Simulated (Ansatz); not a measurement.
# SiGe: a line through an energy map

One line of a two-coordinate grid on SiGe (P6_3mc, No. 186; 4 atoms in the cell): volume per atom at fixed shape is varied, at shift of Ge3 along [0 0 1] = −0.15 Å.

Program: Ansatz 0.2.0. Level of theory: DFT LDA, scalar-relativistic, plane waves, PAW. These are calculated values, not measurements.

17 further runs of the same task are left out: 17 set aside as unsound or not needed.

### 1 Starting point

Symmetry: P6_3mc, No. 186, hexagonal system. Conventional cell: a = 3.869 Å, b = 3.869 Å, c = 6.395 Å, α = 90.00°, β = 90.00°, γ = 120.00°. Around Si (site symmetry 3m) lie 4 Ge at 2.37 to 2.39 Å. Ge (site symmetry 3m) is surrounded by 4 Si at 2.37 to 2.39 Å.

As a file:

```cif
data_structure
_symmetry_space_group_name_H-M 'P6_3mc'
_symmetry_Int_Tables_number 186
_cell_length_a 3.8695
_cell_length_b 3.8695
_cell_length_c 6.3947
_cell_angle_alpha 90.000
_cell_angle_beta 90.000
_cell_angle_gamma 120.000
_cell_volume 82.92
loop_
_atom_site_label
_atom_site_type_symbol
_atom_site_symmetry_multiplicity
_atom_site_Wyckoff_symbol
_atom_site_fract_x
_atom_site_fract_y
_atom_site_fract_z
_atom_site_occupancy
Si1 Si 2 b 0.66667 0.33333 0.87450 1
Ge1 Ge 2 b 0.66667 0.33333 0.50050 1
```

It goes back to an entry of the Materials Project, which need not be the stable form.

This cell was relaxed beforehand with the same method: volume 20.73 Å³/atom, gap on the mesh 0.32 eV.

### 2 What is varied

Atoms count from 1 in the order of the input.

The energy is mapped over a free internal coordinate and the cell.

The axes are (1) shift of Ge3 along [0 0 1], its symmetry partners moved as symmetry demands (measured in the relaxed cell): 7 values from −0.15 Å; (2) volume per atom at fixed shape: 7 values from 19.07 to 22.39 Å³.

Nothing else is relaxed (all other coordinates fixed). Energies count from the relaxed crystal. Points are written as (first, second).

### 3 Grid point (−0.15 Å, 19.62 Å³)

Contents of input.yaml:

```yaml
crystal:
  lattice:
    - [3.7994718203, 0.0, 0.0]
    - [-1.8997359102, 3.2904391174, 0.0]
    - [0.0, 0.0, 6.2790301647]
  atoms:
    - { symbol: Si, position: [0.6666666667, 0.3333333333, 0.8745031008] }
    - { symbol: Si, position: [0.3333333333, 0.6666666667, 0.3745031008] }
    - { symbol: Ge, position: [0.6666666667, 0.3333333333, 0.4770391519] }
    - { symbol: Ge, position: [0.3333333333, 0.6666666667, -0.0229608481] }
basis:
  ecutwfc: 420
kpoints:
  mp_grid: { grid: [12, 12, 6] }
hamiltonian:
  xc: lda
  pseudopotentials: { kind: paw, azcp: { folder: soft_1 } }
scf:
  occupations: { method: gaussian, width: 0.03 }
output:
  forces: true
  stress: true
  eigenvalues: true
```

Command:

```
$ ansatz run input.yaml --threads 1 --pin off --max-ram 2048MiB --backend cpu --events-out ev --progress --plain --runs-dir out
```

Output, cut to the lines that bear on the results:

```text
Warning: <dir> the record states the generating functional pbe (its physics header spells it `PBE`), which answers neither for hamiltonian.xc's functional nor for the lda family's — results may be inconsistent (PPs are generated against a specific XC)
[...]
Warning: RAYON_NUM_THREADS=1 ignored (pool sized by the plan → 1); use --threads N
[...]
Pseudopotentials: kind: paw
Pseudopotential: Si, paw, valence charge 4, recommended cutoff 420 eV (normal), <dir>
Pseudopotential: Ge, paw, valence charge 14, recommended cutoff 420 eV (normal), <dir>
Functional definition: SPW92
[...]
Crystal: 4 atoms, lattice volume = 78.500 Å³
Basis set: ecut = 420 eV, 1521 PW (Γ)
Bands: 22, of which v1, the nominal top of the filled ones, is band 18 counted from 1 (17 counted from 0)
Symmetry: 12 space group operations
Space group: P63mc (ITA 186), of the structure as read, at distance tolerance 4.3e-5 Å
k-points: 76 of 864 (time reversal used)
[...]
SCF iter   1: F=—  HF=-9648.764042 eV  |F-HF|=—  |Δ(HF+E_count)|=         —  Δρ=4.50e-2  dr2=1.43e0  ethr=3.10e-3  ⟨swp⟩=7.2  Hψ=9101  notcnv=0
[...]
SCF iter   8: F=-9648.330394 eV  HF=-9648.330394 eV  |F-HF|=8.93e-10  |Δ(HF+E_count)|=   7.03e-8  Δρ=2.03e-6  dr2=3.32e-9  ethr=2.46e-10  ⟨swp⟩=2.9  Hψ=5595  notcnv=0
[...]
SCF converged after 8 iterations
Free energy (F): -9648.330394 eV
[...]
E sigma→0 (E₀):  -9648.330287 eV
Entropy (-TS):   -0.000214 eV (-0.053 meV/atom)
Fermi energy:    8.588029 eV
[...]
--- Forces (eV/Å), atoms counted from 1 ---
  atom   1  Si     0.00000000    -0.00000000    -1.56926711
  atom   2  Si    -0.00000000     0.00000000    -1.56926711
  atom   3  Ge    -0.00000000    -0.00000000     1.56926613
  atom   4  Ge    -0.00000000     0.00000000     1.56926613
[...]
--- Stress (GPa, compression-positive) ---
        9.503369      -0.000000       0.000000
       -0.000000       9.503369       0.000000
        0.000000       0.000000      -0.504734
  P = ⅓ Tr σ = 6.1673 GPa (61.673 kbar)
--- Band table (eV; the first three rows and the last of 76) ---
  k-point 0: bands = ["-16.3755", "-16.3755", "-16.3733", "-16.3733", "-16.3645", "-16.3631", "-16.3358", "-16.3358", "-16.3296", "-16.3296", "-4.8618", "-2.7689", "1.1324", "6.6040", "6.6040", "8.0554", "8.0554", "8.7771", "8.9566", "10.1813", "10.6082", "10.6082"]
[...]
```

Run time: 26 s. Hardware: 1 thread of Arm Neoverse N1, shared host; peak memory 0.35 GiB.

On the map this point reads 82 meV/atom.

### 4 The run at (−0.15 Å, 20.18 Å³)

input.yaml, as its differences from that of step 3:

```diff
@@ -2,5 +2,5 @@
   lattice:
-    - [3.7994718203, 0.0, 0.0]
-    - [-1.8997359102, 3.2904391174, 0.0]
-    - [0.0, 0.0, 6.2790301647]
+    - [3.8347660222, 0.0, 0.0]
+    - [-1.9173830111, 3.3210047928, 0.0]
+    - [0.0, 0.0, 6.3373575767]
   atoms:
```

Command:

```
$ ansatz run input.yaml --threads 1 --pin off --max-ram 2048MiB --backend cpu --events-out ev --progress --plain --runs-dir out
```

Output, cut to the lines that bear on the results:

```text
Warning: <dir> the record states the generating functional pbe (its physics header spells it `PBE`), which answers neither for hamiltonian.xc's functional nor for the lda family's — results may be inconsistent (PPs are generated against a specific XC)
[...]
Warning: RAYON_NUM_THREADS=1 ignored (pool sized by the plan → 1); use --threads N
[...]
[... 4 set-up lines as earlier in the session ...]
[...]
Crystal: 4 atoms, lattice volume = 80.708 Å³
Basis set: ecut = 420 eV, 1581 PW (Γ)
Bands: 22, of which v1, the nominal top of the filled ones, is band 18 counted from 1 (17 counted from 0)
[... 2 set-up lines as earlier in the session ...]
k-points: 76 of 864 (time reversal used)
[...]
SCF iter   1: F=—  HF=-9648.803561 eV  |F-HF|=—  |Δ(HF+E_count)|=         —  Δρ=4.34e-2  dr2=1.37e0  ethr=3.10e-3  ⟨swp⟩=7.1  Hψ=9112  notcnv=0
[...]
SCF iter   8: F=-9648.395030 eV  HF=-9648.395030 eV  |F-HF|=5.52e-9  |Δ(HF+E_count)|=   7.22e-7  Δρ=4.15e-6  dr2=1.70e-8  ethr=2.78e-10  ⟨swp⟩=5.0  Hψ=8058  notcnv=0
[...]
SCF converged after 8 iterations
Free energy (F): -9648.395030 eV
[...]
E sigma→0 (E₀):  -9648.394922 eV
Entropy (-TS):   -0.000215 eV (-0.054 meV/atom)
Fermi energy:    8.266047 eV
[...]
--- Forces (eV/Å), atoms counted from 1 ---
  atom   1  Si    -0.00000000     0.00000000    -1.49311641
  atom   2  Si    -0.00000000    -0.00000000    -1.49311641
  atom   3  Ge     0.00000000     0.00000000     1.49311623
  atom   4  Ge     0.00000000    -0.00000000     1.49311623
[...]
--- Stress (GPa, compression-positive) ---
        6.183075      -0.000000       0.000000
        0.000000       6.183075       0.000000
        0.000000       0.000000      -2.518452
  P = ⅓ Tr σ = 3.2826 GPa (32.826 kbar)
--- Band table (eV; the first three rows and the last of 76) ---
  k-point 0: bands = ["-16.6993", "-16.6993", "-16.6973", "-16.6973", "-16.6901", "-16.6889", "-16.6634", "-16.6634", "-16.6579", "-16.6579", "-5.0012", "-2.9820", "0.9386", "6.2884", "6.2884", "7.6930", "7.6930", "8.3142", "8.6017", "9.7187", "10.2609", "10.2609"]
[...]
```

Run time: 24 s. Hardware: 1 thread of Arm Neoverse N1, shared host; peak memory 0.35 GiB.

Energy on the map's scale: 66 meV/atom.

### 5 Point (−0.15 Å, 20.73 Å³)

input.yaml, as its differences from that of step 4:

```diff
@@ -2,5 +2,5 @@
   lattice:
-    - [3.8347660222, 0.0, 0.0]
-    - [-1.9173830111, 3.3210047928, 0.0]
-    - [0.0, 0.0, 6.3373575767]
+    - [3.869493562, 0.0, 0.0]
+    - [-1.934746781, 3.3510797245, 0.0]
+    - [0.0, 0.0, 6.3947485195]
   atoms:
@@ -23 +23,5 @@
   eigenvalues: true
+  write_density: true
+  write_potential: true
+  elf: true
+  volumetric_format: npy
```

Command:

```
$ ansatz run input.yaml --threads 1 --pin off --max-ram 2048MiB --backend cpu --events-out ev --progress --plain --runs-dir out
```

Output, cut to the lines that bear on the results:

```text
Warning: <dir> the record states the generating functional pbe (its physics header spells it `PBE`), which answers neither for hamiltonian.xc's functional nor for the lda family's — results may be inconsistent (PPs are generated against a specific XC)
[...]
Warning: RAYON_NUM_THREADS=1 ignored (pool sized by the plan → 1); use --threads N
[...]
[... 4 set-up lines as earlier in the session ...]
[...]
Crystal: 4 atoms, lattice volume = 82.921 Å³
Basis set: ecut = 420 eV, 1653 PW (Γ)
Bands: 22, of which v1, the nominal top of the filled ones, is band 18 counted from 1 (17 counted from 0)
[... 1 set-up line as earlier in the session ...]
Space group: P63mc (ITA 186), of the structure as read, at distance tolerance 4.4e-5 Å
k-points: 76 of 864 (time reversal used)
[...]
SCF iter   1: F=—  HF=-9648.808112 eV  |F-HF|=—  |Δ(HF+E_count)|=         —  Δρ=4.19e-2  dr2=1.32e0  ethr=3.10e-3  ⟨swp⟩=7.1  Hψ=8965  notcnv=0
[...]
SCF iter   8: F=-9648.422877 eV  HF=-9648.422877 eV  |F-HF|=2.26e-9  |Δ(HF+E_count)|=   3.64e-7  Δρ=3.35e-6  dr2=1.06e-8  ethr=2.78e-10  ⟨swp⟩=10.3  Hψ=11658  notcnv=0
[...]
SCF converged after 8 iterations
Free energy (F): -9648.422877 eV
[...]
E sigma→0 (E₀):  -9648.422777 eV
Entropy (-TS):   -0.000200 eV (-0.050 meV/atom)
Fermi energy:    7.951102 eV
[...]
--- Forces (eV/Å), atoms counted from 1 ---
  atom   1  Si     0.00000000     0.00000000    -1.42154784
  atom   2  Si     0.00000000    -0.00000000    -1.42154784
  atom   3  Ge     0.00000000     0.00000000     1.42154768
  atom   4  Ge    -0.00000000    -0.00000000     1.42154768
[...]
--- Stress (GPa, compression-positive) ---
        3.349234       0.000000       0.000000
        0.000000       3.349234       0.000000
        0.000000       0.000000      -4.254122
  P = ⅓ Tr σ = 0.8148 GPa (8.148 kbar)
--- Band table (eV; the first three rows and the last of 76) ---
  k-point 0: bands = ["-17.0085", "-17.0085", "-17.0067", "-17.0067", "-17.0007", "-16.9997", "-16.9760", "-16.9760", "-16.9711", "-16.9711", "-5.1330", "-3.1835", "0.7529", "5.9899", "5.9899", "7.3500", "7.3500", "7.8747", "8.2651", "9.2298", "9.9300", "9.9300"]
[...]
```

Wall time 32 s (1 thread of Arm Neoverse N1, shared host); peak memory 0.36 GiB.

Density in a lattice plane of the grid's cell (edges 3.87 and 6.39 Å, at 0.333 of the third edge), which holds Si and Ge.

Ten even steps from '0' (0.04 e/Å³) to '9' (33.05 e/Å³):
```
00000000000000
00000000000000
00000000000000
00000000000000
00000000000000
00000000000000
00000000000000
00000000000000
00000000021000
00000000398200
00000000387100
00000000011000
00000000000000
00000000000000
00000000000000
00000000000000
00000000000000
00000000000000
00000000000000
00000000000000
```
Columns run along the first of these edges and rows up along the second, over one cell in 14 and 20 even steps from the bottom left corner. Atoms in the plane (fractional): Si at (0.67, 0.87), Ge at (0.67, 0.48).

ELF in the same plane.

Ten even steps from ' ' (0.05) to '@' (0.89):
```
##++==++**%%@@%%++----**%%%%
%%**==++**%%%%##======++%%@@
##++====**####**--======**%%
++--::::==++****++++++++****
::..    ..--++##@@@@@@%%##++
..        ::++%%@@@@@@@@##==
..        ::++####%%%%##**==
::..    ..--==++++==++++++==
==--::::==++++==::..::--==++
**++====****++--..--::::==++
##**++**####**--..--::::==**
%%##++**##%%**++--::::--++##
##**++++**##**++========++##
++========++++====----====++
::--------::::::........::::
..::----::..                
..::----::..                
::--------::::::::::::::::::
==========++++++++====++++++
**++====++##%%##**++++##%%##
```
Columns run along the first of these edges and rows up along the second, over one cell in 14 and 20 even steps from the bottom left corner. Atoms in the plane (fractional): Si at (0.67, 0.87), Ge at (0.67, 0.48).

Both are smooth fields of the valence electrons: close to the nuclei they are not physical.

Outside the cores ELF peaks at 0.92 on the Si–Ge line, 1.0 Å from Si.

Energy on the map's scale: 59 meV/atom.

### 6 Grid point (−0.15 Å, 21.28 Å³)

input.yaml, as its differences from that of step 5:

```diff
@@ -2,5 +2,5 @@
   lattice:
-    - [3.869493562, 0.0, 0.0]
-    - [-1.934746781, 3.3510797245, 0.0]
-    - [0.0, 0.0, 6.3947485195]
+    - [3.9035908171, 0.0, 0.0]
+    - [-1.9517954085, 3.3806088136, 0.0]
+    - [0.0, 0.0, 6.4510978499]
   atoms:
```

Command:

```
$ ansatz run input.yaml --threads 1 --pin off --max-ram 2048MiB --backend cpu --events-out ev --progress --plain --runs-dir out
```

Output, cut to the lines that bear on the results:

```text
Warning: <dir> the record states the generating functional pbe (its physics header spells it `PBE`), which answers neither for hamiltonian.xc's functional nor for the lda family's — results may be inconsistent (PPs are generated against a specific XC)
[...]
Warning: RAYON_NUM_THREADS=1 ignored (pool sized by the plan → 1); use --threads N
[...]
[... 4 set-up lines as earlier in the session ...]
[...]
Crystal: 4 atoms, lattice volume = 85.132 Å³
Basis set: ecut = 420 eV, 1689 PW (Γ)
Bands: 22, of which v1, the nominal top of the filled ones, is band 18 counted from 1 (17 counted from 0)
[... 2 set-up lines as earlier in the session ...]
k-points: 76 of 864 (time reversal used)
[...]
SCF iter   1: F=—  HF=-9648.781967 eV  |F-HF|=—  |Δ(HF+E_count)|=         —  Δρ=4.05e-2  dr2=1.26e0  ethr=3.10e-3  ⟨swp⟩=7.1  Hψ=8834  notcnv=0
[...]
SCF iter   8: F=-9648.419178 eV  HF=-9648.419178 eV  |F-HF|=2.33e-9  |Δ(HF+E_count)|=   3.96e-7  Δρ=3.29e-6  dr2=1.08e-8  ethr=2.78e-10  ⟨swp⟩=10.4  Hψ=11747  notcnv=0
[...]
SCF converged after 8 iterations
Free energy (F): -9648.419178 eV
[...]
E sigma→0 (E₀):  -9648.419132 eV
Entropy (-TS):   -0.000092 eV (-0.023 meV/atom)
Fermi energy:    7.646919 eV
[...]
--- Forces (eV/Å), atoms counted from 1 ---
  atom   1  Si     0.00000000     0.00000000    -1.35500508
  atom   2  Si     0.00000000    -0.00000000    -1.35500508
  atom   3  Ge    -0.00000000     0.00000000     1.35500610
  atom   4  Ge    -0.00000000    -0.00000000     1.35500610
[...]
--- Stress (GPa, compression-positive) ---
        0.892251       0.000000      -0.000000
        0.000000       0.892251       0.000000
       -0.000000       0.000000      -5.731802
  P = ⅓ Tr σ = -1.3158 GPa (-13.158 kbar)
--- Band table (eV; the first three rows and the last of 76) ---
  k-point 0: bands = ["-17.3045", "-17.3045", "-17.3028", "-17.3028", "-17.2979", "-17.2970", "-17.2749", "-17.2749", "-17.2706", "-17.2706", "-5.2578", "-3.3742", "0.5745", "5.7073", "5.7073", "7.0256", "7.0256", "7.4571", "7.9455", "8.7186", "9.5997", "9.6152"]
[...]
```

Wall time 31 s (1 thread of Arm Neoverse N1, shared host); peak memory 0.37 GiB.

Density in a lattice plane of the grid's cell (edges 3.90 and 6.45 Å, at 0.333 of the third edge), which holds Si and Ge.

Ten even steps from '0' (0.04 e/Å³) to '9' (31.14 e/Å³):
```
00000000000000
00000000000000
00000000000000
00000000000000
00000000000000
00000000000000
00000000000000
00000000000000
00000000011000
00000000398200
00000000397100
00000000011000
00000000000000
00000000000000
00000000000000
00000000000000
00000000000000
00000000000000
00000000000000
00000000000000
```
Columns run along the first of these edges and rows up along the second, over one cell in 14 and 20 even steps from the bottom left corner. Atoms in the plane (fractional): Si at (0.67, 0.87), Ge at (0.67, 0.48).

ELF in the same plane.

Ten even steps from '0' (0.04) to '9' (0.89):
```
75456898534688
86456887444589
75446786444478
53223566555566
21001357999875
10000258999974
10000257788764
21001345555554
43223554322345
65446653132245
76567763132246
87567865322357
76556765444457
54444554434445
23333222111122
12332100000000
12332100000000
23333222222222
44444455544555
65445788655787
```
Columns run along the first of these edges and rows up along the second, over one cell in 14 and 20 even steps from the bottom left corner. Atoms in the plane (fractional): Si at (0.67, 0.87), Ge at (0.67, 0.48).

Both are smooth fields of the valence electrons: close to the nuclei they are not physical.

The highest ELF values outside the cores: 0.92 on the Si–Ge line, 1.0 Å from Si.

That is 60 meV/atom from the zero.

### 7 Point (−0.15 Å, 21.84 Å³)

input.yaml, as its differences from that of step 6:

```diff
@@ -2,5 +2,5 @@
   lattice:
-    - [3.9035908171, 0.0, 0.0]
-    - [-1.9517954085, 3.3806088136, 0.0]
-    - [0.0, 0.0, 6.4510978499]
+    - [3.9371113814, 0.0, 0.0]
+    - [-1.9685556907, 3.4096384739, 0.0]
+    - [0.0, 0.0, 6.5064941378]
   atoms:
@@ -23,5 +23 @@
   eigenvalues: true
-  write_density: true
-  write_potential: true
-  elf: true
-  volumetric_format: npy
```

Command:

```
$ ansatz run input.yaml --threads 1 --pin off --max-ram 2048MiB --backend cpu --events-out ev --progress --plain --runs-dir out
```

Output, cut to the lines that bear on the results:

```text
Warning: <dir> the record states the generating functional pbe (its physics header spells it `PBE`), which answers neither for hamiltonian.xc's functional nor for the lda family's — results may be inconsistent (PPs are generated against a specific XC)
[...]
Warning: RAYON_NUM_THREADS=1 ignored (pool sized by the plan → 1); use --threads N
[...]
[... 4 set-up lines as earlier in the session ...]
[...]
Crystal: 4 atoms, lattice volume = 87.344 Å³
Basis set: ecut = 420 eV, 1761 PW (Γ)
Bands: 22, of which v1, the nominal top of the filled ones, is band 18 counted from 1 (17 counted from 0)
[... 2 set-up lines as earlier in the session ...]
k-points: 76 of 864 (time reversal used)
[...]
SCF iter   1: F=—  HF=-9648.729679 eV  |F-HF|=—  |Δ(HF+E_count)|=         —  Δρ=3.91e-2  dr2=1.21e0  ethr=3.10e-3  ⟨swp⟩=7.0  Hψ=8811  notcnv=0
[...]
SCF iter   8: F=-9648.387806 eV  HF=-9648.387806 eV  |F-HF|=5.54e-9  |Δ(HF+E_count)|=   1.19e-6  Δρ=8.81e-6  dr2=8.09e-8  ethr=2.78e-10  ⟨swp⟩=4.3  Hψ=8379  notcnv=0
[...]
SCF converged after 8 iterations
Free energy (F): -9648.387806 eV
[...]
E sigma→0 (E₀):  -9648.387758 eV
Entropy (-TS):   -0.000096 eV (-0.024 meV/atom)
Fermi energy:    7.366912 eV
[...]
--- Forces (eV/Å), atoms counted from 1 ---
  atom   1  Si     0.00000000     0.00000000    -1.29428396
  atom   2  Si     0.00000000    -0.00000000    -1.29428396
  atom   3  Ge     0.00000000     0.00000000     1.29429002
  atom   4  Ge     0.00000000    -0.00000000     1.29429002
[...]
--- Stress (GPa, compression-positive) ---
       -1.282230       0.000000       0.000000
       -0.000000      -1.282230       0.000000
        0.000000       0.000000      -6.980288
  P = ⅓ Tr σ = -3.1816 GPa (-31.816 kbar)
--- Band table (eV; the first three rows and the last of 76) ---
  k-point 0: bands = ["-17.5895", "-17.5895", "-17.5878", "-17.5878", "-17.5841", "-17.5834", "-17.5626", "-17.5626", "-17.5588", "-17.5588", "-5.3768", "-3.5556", "0.4023", "5.4388", "5.4388", "6.7172", "6.7172", "7.0589", "7.6405", "8.1995", "9.2201", "9.3149"]
[...]
```

Run time: 24 s. Hardware: 1 thread of Arm Neoverse N1, shared host; peak memory 0.36 GiB.

Energy on the map's scale: 68 meV/atom.

### 8 The line in numbers

```
volume per atom at fixed shape (Å³)  step  energy (meV/atom)  slope (meV/atom per Å³)  pressure (GPa)  largest force on an atom (eV/Å)
                              19.07     –                109                      −59             9.5                             1.65
                              19.62     3                 82                      −38             6.2                             1.57
                              20.18     4                 66                      −20             3.3                             1.49
                              20.73     5                 59                       −5             0.8                             1.42
                              21.28     6                 60                        8            −1.3                             1.35
                              21.84     7                 68                       20            −3.2                             1.29
                              22.39     –                 82                       30            −4.8                             1.24
```

Energies count from the relaxed crystal. Rows without a step come from runs not printed here or follow by symmetry. Slopes come from the forces (and the stress, where the cell changes), not from differences of energies.

In words: The lowest point of the line is at 20.73 Å³, 59 meV/atom from the zero. Energies and slopes round the minimum, fitted together, put the minimum at 20.935 Å³, with a curvature of about 24 meV/atom per (Å³)². V·d²E/dV² there is about 81 GPa, a bulk modulus under this line's constraint. The highest point computed, at 19.07 Å³, lies 50 meV/atom above the lowest. This is one cut through a surface in two coordinates; the map's lowest point lies off it. The gap on the mesh closes on part of the grid.

The gaps are Kohn-Sham values of a semilocal functional, not quasiparticle or optical gaps. Such gaps usually fall short of the measured ones.
